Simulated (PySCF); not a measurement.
# C₂H₄B₂O₄: runs on many settings

Which settings matter for C₂H₄B₂O₄ (`OB(O)C#CB(O)O`)?

The runs use PySCF 2.14.0, with density-fitted response routines of our own; the level of theory stands in each step. All values are computed, except where a source is named. Atoms count from 0, in the outputs and in this text.

### Step 1. The starting structure

12 atoms, charge 0, multiplicity 1; geometry from: GFN2-xTB.

Bonds of the start (Å): O0–B1 1.36, B1–O2 1.35, B1–C3 1.54, C3–C4 1.21, C4–B5 1.54, B5–O6 1.35, B5–O7 1.36, O0–H8 0.95, O2–H9 0.96, O6–H10 0.96, O7–H11 0.95.

### Step 2. Shielding tensors: LDA/pcSseg-1

Job settings and geometry (Å):

```
{"job": {"kind": "nmr", "xc": "LDA", "basis": "pcSseg-1", "pop": false, "grid": 3}, "charge": 0, "multiplicity": 1}
O      2.775287    -1.288505     0.258791
B      2.141660    -0.082587     0.200471
O      2.882923     1.043723     0.192716
C      0.609910     0.024458     0.144124
C     -0.598886     0.023315     0.096099
B     -2.133351     0.095175     0.053696
O     -2.832339    -1.031072    -0.196627
O     -2.815066     1.256504     0.266565
H      2.209453    -2.057811     0.258185
H      3.826227     0.882412     0.228023
H     -3.780595    -0.896797    -0.205564
H     -2.284023     2.030500     0.442214
```

Level: GIAO LDA/pcSseg-1 NMR shielding, non-relativistic, gas phase.

The run is started by

```console
$ OMP_NUM_THREADS=1 python probes_run.py task.json out
```

The driver reads the jobs from task.json and runs them one after another.

The log of the run:

```text
coarse grid: 11168 points
cycle   1  E = -425.5387124985  dE =  1.242e+00  |g| = 1.401e+00  |ddm| = 3.478e+00
cycle   2  E = -424.6556409115  dE =  8.831e-01  |g| = 2.595e+00  |ddm| = 2.475e+00
cycle   3  E = -425.8636453292  dE = -1.208e+00  |g| = 2.714e-01  |ddm| = 1.773e+00
cycle   4  E = -425.8820944776  dE = -1.845e-02  |g| = 7.043e-02  |ddm| = 3.117e-01
cycle   5  E = -425.8833451736  dE = -1.251e-03  |g| = 2.460e-02  |ddm| = 7.794e-02
cycle   6  E = -425.8834595636  dE = -1.144e-04  |g| = 1.152e-02  |ddm| = 2.412e-02
cycle   7  E = -425.8834835421  dE = -2.398e-05  |g| = 5.259e-03  |ddm| = 9.984e-03
cycle   8  E = -425.8834893283  dE = -5.786e-06  |g| = 2.429e-03  |ddm| = 4.331e-03
final grid: 151888 points
cycle   9  E = -425.9849704834  dE = -6.023e-05  |g| = 1.016e-02  |ddm| = 2.476e-02
cycle  10  E = -425.9848472582  dE =  1.232e-04  |g| = 2.548e-02  |ddm| = 2.025e-02
cycle  11  E = -425.9849821535  dE = -1.349e-04  |g| = 5.913e-03  |ddm| = 1.734e-02
cycle  12  E = -425.9849905318  dE = -8.378e-06  |g| = 1.129e-03  |ddm| = 4.144e-03
cycle  13  E = -425.9849907819  dE = -2.501e-07  |g| = 3.889e-04  |ddm| = 9.934e-04
cycle  14  E = -425.9849908087  dE = -2.681e-08  |g| = 1.182e-04  |ddm| = 2.922e-04
cycle  15  E = -425.9849908115  dE = -2.875e-09  |g| = 2.263e-05  |ddm| = 9.542e-05
cycle  16  E = -425.9849908117  dE = -1.108e-10  |g| = 5.367e-06  |ddm| = 2.144e-05
converged SCF energy = -425.9849908117

GIAO shielding tensors (ppm)
atom      isotropic    diamagn.    paramagn.     s11        s22        s33       span
  0 O      186.106     388.390    -202.284     43.006    254.059    261.254    218.248
  1 B       75.122     196.323    -121.200     56.920     76.350     92.098     35.178
  2 O      199.474     384.548    -185.074     79.767    239.388    279.269    199.503
  3 C       72.666     266.540    -193.874    -22.298    -17.545    257.842    280.140
  4 C       72.628     266.256    -193.628    -22.027    -17.289    257.200    279.227
  5 B       75.137     196.297    -121.160     57.103     76.185     92.122     35.019
  6 O      198.339     384.731    -186.392     78.179    238.824    278.013    199.834
  7 O      188.023     388.050    -200.028     46.411    255.763    261.894    215.483
  8 H       26.347      33.213      -6.866     21.272     23.734     34.033     12.762
  9 H       26.790      28.198      -1.409     21.797     22.900     35.672     13.875
 10 H       26.782      28.221      -1.439     21.800     22.914     35.632     13.831
 11 H       26.385      33.038      -6.652     21.281     23.656     34.218     12.937
```

Run time: 14 s. Hardware: 1 thread of Arm Neoverse V2, shared host; peak memory 0.66 GiB.

Shifts follow as δ = σ(reference) − σ, with reference shieldings (ppm) from runs at the same level and on the same kind of geometry: 1H TMS 31.27, 13C TMS 183.3, 17O H2O 344.3, 11B BF3·OEt2 92.3. The references are single molecules in the gas phase, so shifts against H2O, NH3, PH3, H3PO4 or CFCl3 are not on the usual liquid scales and can be off by tens of ppm. Atoms listed in one row are averaged.

```
           atoms                        environment  σ (ppm)  δ (ppm)
          C3, C4                      alkyne carbon     72.6    110.7
H8, H9, H10, H11  hydrogen on an oxygen bonded to B    26.58     4.70
  O0, O2, O6, O7              oxygen bonded to B, H    193.0    151.3
          B1, B5             boron bonded to C, 2 O     75.1     17.1
```

### Step 3. Spin-spin couplings: X3LYP/pcSseg-0

The job, as its differences from that of step 2:

```diff
@@ -1,2 +1,2 @@
-{"job": {"kind": "nmr", "xc": "LDA", "basis": "pcSseg-1", "pop": false, "grid": 3}, "charge": 0, "multiplicity": 1}
+{"job": {"kind": "j", "xc": "X3LYP", "basis": "pcSseg-0", "scf": {"aux": "def2-qzvpp-jkfit"}, "grid": 1}, "charge": 0, "multiplicity": 1}
 O      2.775287    -1.288505     0.258791
```

Method: X3LYP/pcSseg-0 indirect spin-spin coupling, non-relativistic, gas phase.

The log of the run:

```text
final grid: 51328 points
cycle   1  E = -428.0278489055  dE =  1.283e+00  |g| = 1.122e+00  |ddm| = 3.699e+00
cycle   2  E = -427.8037618076  dE =  2.241e-01  |g| = 1.605e+00  |ddm| = 2.607e+00
cycle   3  E = -428.2536422087  dE = -4.499e-01  |g| = 9.473e-02  |ddm| = 1.596e+00
cycle   4  E = -428.2559913227  dE = -2.349e-03  |g| = 3.032e-02  |ddm| = 1.401e-01
cycle   5  E = -428.2562064129  dE = -2.151e-04  |g| = 1.026e-02  |ddm| = 3.520e-02
cycle   6  E = -428.2562254687  dE = -1.906e-05  |g| = 3.426e-03  |ddm| = 1.125e-02
cycle   7  E = -428.2562276673  dE = -2.199e-06  |g| = 9.536e-04  |ddm| = 3.478e-03
cycle   8  E = -428.2562277987  dE = -1.314e-07  |g| = 6.467e-04  |ddm| = 1.321e-03
cycle   9  E = -428.2562279038  dE = -1.051e-07  |g| = 1.942e-05  |ddm| = 5.947e-04
cycle  10  E = -428.2562279039  dE = -1.230e-10  |g| = 2.398e-06  |ddm| = 3.477e-05
converged SCF energy = -428.2562279039

Indirect spin-spin couplings (Hz)
  i      j    bonds     total        FC       PSO       DSO        SD
  0 O    1 B    1    -26.784   -31.902     5.371    -0.159    -0.095
  0 O    3 C    2     -0.864    -0.891     0.028    -0.001         -
  0 O    4 C    3     -1.274    -1.181    -0.123     0.031         -
  0 O    5 B    4      0.331     0.284     0.034     0.014    -0.002
  0 O    8 H    1    -84.960   -73.585   -10.793    -0.583         -
  0 O    9 H    3     -0.328    -0.977     0.688    -0.039         -
  1 B    2 O    1    -28.966   -34.022     5.433    -0.157    -0.220
  1 B    3 C    1    200.171   200.750    -1.145     0.352     0.213
  1 B    4 C    2     18.675    16.938     1.387    -0.085     0.436
  1 B    5 B    3      3.767     3.770     0.007    -0.019     0.009
  1 B    6 O    4      0.768     0.740     0.016     0.012     0.000
  1 B    7 O    4      0.320     0.278     0.029     0.015    -0.002
  1 B    8 H    2     -1.401     0.445    -0.987    -0.832    -0.028
  1 B    9 H    2     -3.295    -1.473    -0.952    -0.811    -0.059
  1 B   10 H    5     -0.258    -0.073     0.087    -0.277     0.006
  2 O    3 C    2    -26.692   -26.666    -0.017    -0.009         -
  2 O    4 C    3     -5.773    -5.612    -0.192     0.031         -
  2 O    5 B    4      0.739     0.713     0.014     0.013    -0.000
  2 O    8 H    3     -0.932    -1.714     0.350     0.433         -
  2 O    9 H    1    -76.541   -64.988   -10.959    -0.593         -
  3 C    4 C    1    290.020   286.341     3.544     0.134         -
  3 C    5 B    2     18.674    16.921     1.397    -0.085     0.442
  3 C    6 O    3     -5.849    -5.722    -0.157     0.030         -
  3 C    7 O    3     -1.320    -1.153    -0.198     0.031         -
  3 C    8 H    3      2.131     1.903     0.055     0.173         -
  3 C    9 H    3      9.862    10.258     0.197    -0.593         -
  3 C   10 H    4      1.521     1.724     0.258    -0.460         -
  3 C   11 H    4     -0.268    -0.099    -0.141    -0.029         -
  4 C    5 B    1    200.166   200.749    -1.148     0.352     0.213
  4 C    6 O    2    -26.577   -26.541    -0.027    -0.009         -
  4 C    7 O    2     -0.831    -0.875     0.045    -0.001         -
  4 C    8 H    4     -0.298    -0.107    -0.176    -0.016         -
  4 C    9 H    4      1.500     1.696     0.264    -0.459         -
  4 C   10 H    3      9.799    10.195     0.197    -0.593         -
  4 C   11 H    3      2.104     1.890     0.052     0.163         -
  5 B    6 O    1    -28.661   -33.731     5.447    -0.157    -0.221
  5 B    7 O    1    -26.941   -32.038     5.349    -0.159    -0.094
  5 B    9 H    5     -0.248    -0.064     0.087    -0.276     0.006
  5 B   10 H    2     -3.378    -1.555    -0.960    -0.803    -0.059
  5 B   11 H    2     -1.329     0.517    -0.977    -0.842    -0.027
  6 O   10 H    1    -76.208   -64.659   -10.956    -0.594         -
  6 O   11 H    3     -0.929    -1.711     0.348     0.434         -
  7 O   10 H    3     -0.336    -0.981     0.687    -0.042         -
  7 O   11 H    1    -85.198   -73.806   -10.810    -0.582         -
  8 H    9 H    4     -2.526    -0.197     0.711    -3.040         -
  8 H   10 H    7     -0.383    -0.003     0.153    -0.533         -
  8 H   11 H    7     -0.243     0.004     0.143    -0.390         -
  9 H   10 H    7     -0.647     0.012     0.299    -0.957         -
  9 H   11 H    7     -0.390    -0.003     0.157    -0.544         -
 10 H   11 H    4     -2.527    -0.197     0.711    -3.041         -
```

It took 6 s on 1 thread of Arm Neoverse V2, shared host; peak memory 0.48 GiB.

This basis has no tight s functions, so the Fermi-contact terms are rough.

Couplings of 1 Hz or more, nine at most for each number of bonds, with means over like pairs (isotopes 11B, 13C, 1H, 17O):

```
 pair  bonds  J (Hz)  Fermi contact (Hz)
C3–C4      1   290.0               286.3
B1–C3      1   200.2               200.7
O0–H8      1   -80.7               -69.3
O0–B1      1   -27.8               -32.9
B1–C4      2    18.7                16.9
O0–C3      2   -13.7               -13.7
B1–H8      2    -2.4                -0.5
C3–H8      3     6.0                 6.1
B1–B5      3     3.8                 3.8
O0–C4      3    -3.6                -3.4
H8–H9      4    -2.5                -0.2
```

The spin-dipole term was solved for some atoms only; pairs without it lack that part.

The response was solved for the nuclei of B, C, H alone, so couplings that need other nuclei can be missing.

Quadrupole couplings from the field gradients of the same density:

```
atom  isotope  eQq/h (MHz)     η
  O7      17O       -9.596  0.22
  O0      17O       -9.587  0.22
  O2      17O       -9.447  0.15
  O6      17O       -9.435  0.15
  B5      11B        2.264  0.46
  B1      11B        2.264  0.46
```

Joined with the shifts from before (LDA/pcSseg-1, unscaled), the couplings predict the line list below for 500 MHz. Couplings to quadrupolar nuclei are left out.

1H NMR δ 4.70 (br s, 4H).

### Step 4. Excited states and response: PBE0/6-31++G** in acetone

The job, as its differences from that of step 3:

```diff
@@ -1,2 +1,2 @@
-{"job": {"kind": "j", "xc": "X3LYP", "basis": "pcSseg-0", "scf": {"aux": "def2-qzvpp-jkfit"}, "grid": 1}, "charge": 0, "multiplicity": 1}
+{"job": {"kind": "uv", "xc": "PBE0", "basis": "6-31++G**", "solvent": "acetone", "nstates": 12, "ntriplets": 5, "tda": false, "scf": {"aux": "def2-qzvpp-jkfit"}}, "charge": 0, "multiplicity": 1}
 O      2.775287    -1.288505     0.258791
```

With the program's defaults for keys left out, this is: TDDFT PBE0/6-31++G**, vertical, IEF-PCM acetone (non-equilibrium linear response), core orbitals frozen in the response.

The log of the run:

```text
final grid: 111152 points
cycle   1  E = -428.7369301884  dE =  1.296e+00  |g| = 1.105e+00  |ddm| = 1.527e+01
cycle   2  E = -428.5162754922  dE =  2.207e-01  |g| = 1.553e+00  |ddm| = 7.059e+00
cycle   3  E = -428.9633291414  dE = -4.471e-01  |g| = 1.015e-01  |ddm| = 5.985e+00
cycle   4  E = -428.9658262883  dE = -2.497e-03  |g| = 3.000e-02  |ddm| = 1.434e+00
cycle   5  E = -428.9660783057  dE = -2.520e-04  |g| = 7.190e-03  |ddm| = 1.394e-01
cycle   6  E = -428.9660871660  dE = -8.860e-06  |g| = 3.347e-03  |ddm| = 3.742e-02
cycle   7  E = -428.9660891910  dE = -2.025e-06  |g| = 6.980e-04  |ddm| = 1.292e-02
cycle   8  E = -428.9660892895  dE = -9.851e-08  |g| = 1.817e-04  |ddm| = 3.274e-03
cycle   9  E = -428.9660892920  dE = -2.471e-09  |g| = 1.540e-04  |ddm| = 1.907e-03
cycle  10  E = -428.9660892981  dE = -6.100e-09  |g| = 6.678e-06  |ddm| = 7.375e-04
cycle  11  E = -428.9660892981  dE = -1.467e-11  |g| = 1.123e-06  |ddm| = 7.352e-05
converged SCF energy = -428.9660892981

Static polarisability (au): isotropic 75.286, principal 46.620 69.303 109.934

Singlet excitations
state   eV       nm        f      main configurations
  1   5.0360    246.2   0.00010   H->L 0.99
  2   5.8317    212.6   0.13728   H-1->L 0.78, H->L+3 0.16
  3   6.8369    181.3   0.00004   H-1->L+3 0.78, H-1->L+2 0.11
  4   7.1625    173.1   0.03658   H->L+1 0.93
  5   7.2940    170.0   0.00191   H-3->L 0.83, H-2->L 0.15
  6   7.3042    169.7   0.14621   H-2->L 0.80, H-3->L 0.14
  7   7.3614    168.4   0.02105   H-1->L+1 0.97
  8   7.6669    161.7   0.00064   H-4->L 0.96
  9   7.7363    160.3   0.00055   H->L+2 0.86, H->L+3 0.11
 10   7.9226    156.5   0.00051   H-1->L+2 0.84, H-1->L+3 0.11
 11   8.1186    152.7   0.00129   H->L+4 0.91
 12   8.1589    152.0   0.87808   H->L+3 0.59, H-1->L 0.12

Triplet excitations (Tamm-Dancoff, eV): 4.3938 4.6253 5.4922 6.3866 6.5334
```

Wall time 26 s (1 thread of Arm Neoverse V2, shared host); peak memory 0.75 GiB.

The orbitals next to the gap, with their largest atomic shares:

```
orbital     eV                      atoms
 HOMO−3  -9.58  O0 38 %, O2 37 %, O7 10 %
 HOMO−2  -9.57  O7 38 %, O6 37 %, O0 10 %
 HOMO−1  -8.51           C4 43 %, C3 43 %
   HOMO  -8.32           C4 44 %, C3 44 %
   LUMO  -1.33  C3 22 %, C4 22 %, B5 19 %
 LUMO+1  -0.09  B5 17 %, B1 17 %, H8 16 %
 LUMO+2   0.28  H9 18 %, B1 17 %, B5 16 %
```

With each of the 12 states as a Gaussian band of 0.4 eV half-width at 1/e, the curve within the window shown has maxima at 213 nm (ε 5,600), 169 nm (ε 8,600), 152 nm (ε 36,000) L/(mol cm). Beyond the last state computed it falls off for lack of states. The curve at chosen wavelengths:

| nm | ε (L/mol/cm) |
| --- | --- |
| 147 | 20290 |
| 152 | 35597 |
| 158 | 22132 |
| 163 | 10180 |
| 168 | 8554 |
| 173 | 7767 |
| 179 | 4047 |
| 184 | 1541 |
| 189 | 582 |
| 195 | 954 |
| 200 | 2255 |
| 205 | 4007 |
| 210 | 5317 |
| 216 | 5339 |
| 221 | 4212 |
| 226 | 2754 |
| 231 | 1531 |
| 237 | 630 |
| 242 | 265 |
| 247 | 102 |
| 253 | 31 |
| 258 | 12 |
| 263 | 5 |
| 268 | 2 |
| 274 | 1 |
| 279 | 1 |

Further results of this job:

```
           property  computed
  dipole moment (D)      0.44
polarisability (Å³)     11.16
 HOMO–LUMO gap (eV)      6.98
      −ε(HOMO) (eV)      8.32
```

### Step 5. NMR shieldings: wB97X/pcSseg-1

The job, as its differences from that of step 4:

```diff
@@ -1,2 +1,2 @@
-{"job": {"kind": "uv", "xc": "PBE0", "basis": "6-31++G**", "solvent": "acetone", "nstates": 12, "ntriplets": 5, "tda": false, "scf": {"aux": "def2-qzvpp-jkfit"}}, "charge": 0, "multiplicity": 1}
+{"job": {"kind": "nmr", "xc": "wB97X", "basis": "pcSseg-1", "pop": true}, "charge": 0, "multiplicity": 1}
 O      2.775287    -1.288505     0.258791
```

Level: GIAO wB97X/pcSseg-1 NMR shielding, non-relativistic, gas phase.

The log of the run:

```text
coarse grid: 11168 points
cycle   1  E = -428.9256865165  dE =  1.481e+00  |g| = 1.162e+00  |ddm| = 3.294e+00
cycle   2  E = -428.9591777978  dE = -3.349e-02  |g| = 1.166e+00  |ddm| = 1.118e+00
cycle   3  E = -429.1754734878  dE = -2.163e-01  |g| = 6.510e-02  |ddm| = 5.692e-01
cycle   4  E = -429.1766141399  dE = -1.141e-03  |g| = 2.165e-02  |ddm| = 8.440e-02
cycle   5  E = -429.1767494837  dE = -1.353e-04  |g| = 6.104e-03  |ddm| = 3.413e-02
cycle   6  E = -429.1767582310  dE = -8.747e-06  |g| = 2.156e-03  |ddm| = 6.167e-03
final grid: 111152 points
cycle   7  E = -429.2601563861  dE = -1.122e-04  |g| = 8.404e-03  |ddm| = 3.228e-02
cycle   8  E = -429.2601582561  dE = -1.870e-06  |g| = 8.226e-03  |ddm| = 9.079e-03
cycle   9  E = -429.2601689016  dE = -1.065e-05  |g| = 5.423e-04  |ddm| = 3.696e-03
cycle  10  E = -429.2601690191  dE = -1.175e-07  |g| = 2.408e-04  |ddm| = 1.034e-03
cycle  11  E = -429.2601690325  dE = -1.343e-08  |g| = 8.923e-05  |ddm| = 2.524e-04
cycle  12  E = -429.2601690348  dE = -2.277e-09  |g| = 2.652e-05  |ddm| = 1.151e-04
cycle  13  E = -429.2601690350  dE = -2.460e-10  |g| = 6.099e-06  |ddm| = 4.360e-05
converged SCF energy = -429.2601690350

GIAO shielding tensors (ppm)
atom      isotropic    diamagn.    paramagn.     s11        s22        s33       span
  0 O      213.495     387.487    -173.992     97.165    265.478    277.843    180.677
  1 B       82.793     195.248    -112.456     65.401     84.626     98.351     32.950
  2 O      223.740     386.068    -162.328    119.997    266.146    285.078    165.080
  3 C       83.448     266.453    -183.005    -12.133     -5.760    268.238    280.371
  4 C       83.424     266.200    -182.775    -11.869     -5.529    267.671    279.540
  5 B       82.809     195.248    -112.439     65.578     84.474     98.375     32.797
  6 O      222.759     386.261    -163.502    118.579    265.719    283.980    165.401
  7 O      215.076     387.195    -172.119     99.748    267.019    278.461    178.713
  8 H       27.431      33.579      -6.148     21.574     24.679     36.040     14.467
  9 H       27.736      28.717      -0.981     21.952     23.651     37.606     15.654
 10 H       27.732      28.740      -1.008     21.956     23.670     37.570     15.613
 11 H       27.461      33.407      -5.946     21.580     24.594     36.208     14.628
```

It took 16 s on 1 thread of Arm Neoverse V2, shared host; peak memory 0.77 GiB.

In short: δ C3 106.2, O0 118.7, B1 18.9, H8 4.22 ppm (means over like atoms).

[end of part 1 of 2]
